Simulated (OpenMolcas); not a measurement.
**Cr³⁺ among point charges: CASSCF and CASPT2 levels and susceptibility**

How does a field of 5 point charges split the states of Cr³⁺, and what χT follows?

Method: state-averaged CASSCF and CASPT2, spin-orbit coupling by RASSI with atomic mean-field integrals. Code: OpenMolcas 26.06.

## Step 1: The atom as given

* Species: Cr³⁺ (chromium, Z = 24, 21 electrons)
* Basis: ANO-RCC-VDZP [5s4p2d1f], 34 functions
* Scalar Hamiltonian: DKH2, point nucleus
* Inactive shells: 1s 2s 2p 3s 3p
* Active space: 3 electrons in 5 orbitals (3d)
* Some configurations of this space: 3d3
* Orbitals: optimised for each spin and parity, averaged over all roots

The outer shells:

3d3
```
3d [↑ ][↑ ][↑ ][  ][  ]
```

The ion sits among 5 point charges of -2 e arranged as a trigonal bipyramid (D3h), 1.9 Å from the ion, with the axial distance 1.976 Å.

The work runs as a chain of OpenMolcas steps in one folder; each step below is one input file. Labels, J, g values, rates, χT and fits are worked out afterwards by a script from the matrices that RASSI stores.

## Step 2: GATEWAY and SEWARD: basis and integrals

Contents of a.inp:

```
&GATEWAY
Coord
1

Cr 0.0 0.0 0.0
Basis=ANO-RCC-VDZP
Group=NoSym
NoMove
AngMom=0.0 0.0 0.0
AMFI
XField
5 Angstrom 0
1.900000 0.000000 0.000000 -2.000000
-0.950000 1.645448 0.000000 -2.000000
-0.950000 -1.645448 0.000000 -2.000000
0.000000 0.000000 1.976000 -2.000000
0.000000 0.000000 -1.976000 -2.000000
&SEWARD
```

Launch:

```
OMP_NUM_THREADS=1 MOLCAS_MEM=1689 MOLCAS_PROJECT=a pymolcas a.inp > a.log
```

## Step 3: Reference wave functions, quartets, 10 roots

Contents of a.inp:

```
&RASSCF
FileOrb=start.orb
Symmetry=1
Spin=4
nActEl=3 0 0
Inactive=9
Ras2=5
CIRoot=10 10 1
SDav=10
CIMx=300
Iter=120 100
PrWF=0.3
OrbListing=Nothing
MaxOrb=0
>>> COPY $Project.JobIph JOB001
```

start.orb holds the contracted functions of the basis, ordered by shell, or the orbitals of the step before.

## Step 4: Reference wave functions, doublets, 40 roots

Contents of a.inp:

```
&RASSCF
FileOrb=start.orb
Symmetry=1
Spin=2
nActEl=3 0 0
Inactive=9
Ras2=5
CIRoot=40 40 1
SDav=40
CIMx=300
Iter=120 100
PrWF=0.3
OrbListing=Nothing
MaxOrb=0
>>> COPY $Project.JobIph JOB002
```

## Step 5: State interaction with spin-orbit coupling

Contents of a.inp:

```
&RASSI
NrOfJobIphs=2 10 40
1 2 3 4 5 6 7 8 9 10
1 2 3 4 5 6 7 8 9 10 11 12 13 14 15 16 17 18 19 20 21 22 23 24 25 26 27
28 29 30 31 32 33 34 35 36 37 38 39 40
IphNames
JOB001
JOB002
EJob
SpinOrbit
DIPRint=1.0
SOCoupling=1000.0
Subsets=2
Property=9
'ANGMOM' 1 'ANGMOM' 2 'ANGMOM' 3 'MLTPL  1' 1 'MLTPL  1' 2 'MLTPL  1' 3
'AMFI' 1 'AMFI' 2 'AMFI' 3
SOProperty=3
'ANGMOM' 1 'ANGMOM' 2 'ANGMOM' 3
```

## Step 6: CASPT2: IPEA 0.25, imaginary shift 0.1 (closed shells correlated: 3s 3p)

Contents of a.inp:

```
>>> COPY JOB001 $Project.JobIph
&CASPT2
Multistate=10 1 2 3 4 5 6 7 8 9 10
NoMult
Frozen=5
IPEA=0.25
Imaginary=0.1
MaxIter=60
WThr=0.0 0.3 0.05
PrWF=0.5
NoMix
>>> COPY JOB002 $Project.JobIph
&CASPT2
Multistate=40 1 2 3 4 5 6 7 8 9 10 11 12 13 14 15 16 17 18 19 20 21 22
23 24 25 26 27 28 29 30 31 32 33 34 35 36 37 38 39 40
NoMult
Frozen=5
IPEA=0.25
Imaginary=0.1
MaxIter=60
WThr=0.0 0.3 0.05
PrWF=0.5
NoMix
```

(Steps that only read results are left out.)

What does the calculation give? Wanted: spin-free ground state; first state of the same spin within the active space; lowest level; next level.

As calculated:

| quantity | value |
| --- | --- |
| method | SS-CASPT2, IPEA 0.25, imaginary shift 0.1 (closed shells correlated: 3s 3p) |
| spin-free ground state | 4E, 2-fold in its orbital part |
| first state of the same spin within the active space | 4E at 2370 cm⁻¹ |
| lowest level | 2-fold E1/2, g = 0.01, 0.01, 2.02 |
| next level | 173.7 cm⁻¹ |
| χT at 300 K | 1.25 cm³ K/mol |
| effective moment at 300 K | 3.16 μB |

Cost by method:

| method | time of its own steps | time with the reference |
| --- | --- | --- |
| A. CASSCF | 9 s | 9 s |
| B. SS-CASPT2, IPEA 0.25, imaginary shift 0.1, +3s 3p | 3.8 s | 13 s |

Times are of one thread on a shared host.

What this shows: The spin-free ground state (4E) comes to 100 % from free-ion F terms and keeps the highest spin of the shell. χT at 300 K is 1.25, against 1.88 cm³ K/mol for the spin alone, so spin-orbit coupling lowers it. CASPT2 does not keep the components of a term degenerate, and the means are used. The field of point charges can differ much from that of real complexes. Point charges carry no covalency, so the field is a model and not that of real ligands.
